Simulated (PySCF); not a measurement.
# TlSe⁺ (triplet) at other levels of theory

What do other methods print for TlSe⁺ (triplet)?

Computed with PySCF 2.14.0. Level: each script names its method and basis.

3 further runs of the same task are left out: 3 that didn't finish.

## 1. Where the work starts

TlSe⁺ (triplet): 2 atoms, charge 1, spin multiplicity 3.

Bond lengths: Tl1–Se2 2.381 Å.

## 2. Base script

input.py

```python
from pyscf import gto, scf, mp

mol = gto.M(
    atom='Tl 0 0 0; Se 0 0 2.381',
    basis='sbkjc',
    ecp={'Tl': 'sbkjc', 'Se': 'sbkjc'},
    charge=1,
    spin=2,
    verbose=4,
)
mf = scf.UHF(mol)
mf.kernel()
mp.MP2(mf, frozen=4).kernel()
mf.dip_moment()
print('orbital energies (hartree):', [e[max(0, n-3):n+3].round(4) for e, n in zip(mf.mo_energy, mol.nelec)])
```

Launch:

```
OMP_NUM_THREADS=1 python input.py
```

## 3. Population analysis

Run 1 changes step after the SCF: mp2 → analyze.

input.py, as its differences from that of step 2:

```diff
@@ -1,2 +1,2 @@
-from pyscf import gto, scf, mp
+from pyscf import gto, scf
 
@@ -12,3 +12,3 @@
 mf.kernel()
-mp.MP2(mf, frozen=4).kernel()
+mf.mulliken_pop()
 mf.dip_moment()
```

## 4. TDA

Run 2 changes step after the SCF: mp2 → tda; number of roots: none → 4.

input.py, as its differences from that of step 2:

```diff
@@ -1,2 +1,2 @@
-from pyscf import gto, scf, mp
+from pyscf import gto, scf, tdscf
 
@@ -12,3 +12,6 @@
 mf.kernel()
-mp.MP2(mf, frozen=4).kernel()
+td = tdscf.TDA(mf)
+td.nstates = 4
+td.kernel()
+td.analyze(verbose=3)
 mf.dip_moment()
```

## 5. Polarisability

Run 3 changes step after the SCF: mp2 → polarizability.

input.py, as its differences from that of step 2:

```diff
@@ -1,2 +1,3 @@
-from pyscf import gto, scf, mp
+from pyscf import gto, scf
+from pyscf.prop.polarizability import uhf as pol
 
@@ -12,3 +13,4 @@
 mf.kernel()
-mp.MP2(mf, frozen=4).kernel()
+print('polarizability (a.u.)')
+print(pol.Polarizability(mf).polarizability().round(4))
 mf.dip_moment()
```

## 6. TDA

Run 4 changes step after the SCF: mp2 → tda; number of roots: none → 3.

input.py, as its differences from that of step 2:

```diff
@@ -1,2 +1,2 @@
-from pyscf import gto, scf, mp
+from pyscf import gto, scf, tdscf
 
@@ -12,3 +12,6 @@
 mf.kernel()
-mp.MP2(mf, frozen=4).kernel()
+td = tdscf.TDA(mf)
+td.nstates = 3
+td.kernel()
+td.analyze(verbose=3)
 mf.dip_moment()
```

## 7. Blyp (UKS)

Run 5 changes functional: none (Hartree–Fock) → blyp; SCF type: UHF → UKS; step after the SCF: mp2 → analyze.

input.py, as its differences from that of step 2:

```diff
@@ -1,2 +1,2 @@
-from pyscf import gto, scf, mp
+from pyscf import gto, dft
 
@@ -10,5 +10,5 @@
 )
-mf = scf.UHF(mol)
+mf = dft.UKS(mol, xc='blyp')
 mf.kernel()
-mp.MP2(mf, frozen=4).kernel()
+mf.mulliken_pop()
 mf.dip_moment()
```

What does the calculation give? Wanted: for each run, E(SCF); from base; gap, α spin; after the SCF.

As calculated:

```csv
run,E(SCF) (hartree),from base (eV),cycles,"gap, α spin (eV)",after the SCF
base,-180.615098,0,13,11.11,"MP2 correlation -2.922 eV, core frozen"
population analysis,-180.615098,0.0000,13,11.11,n/a
TDA,-180.615098,0.0000,13,11.11,lowest root found 1.13 eV
polarisability,-180.615098,0.0000,13,11.11,n/a
TDA,-180.615098,0.0000,13,11.11,lowest root found 1.13 eV
blyp (UKS),-181.647640,not comparable,14,4.43,n/a
```

In words: A lower total energy from another functional means nothing by itself.
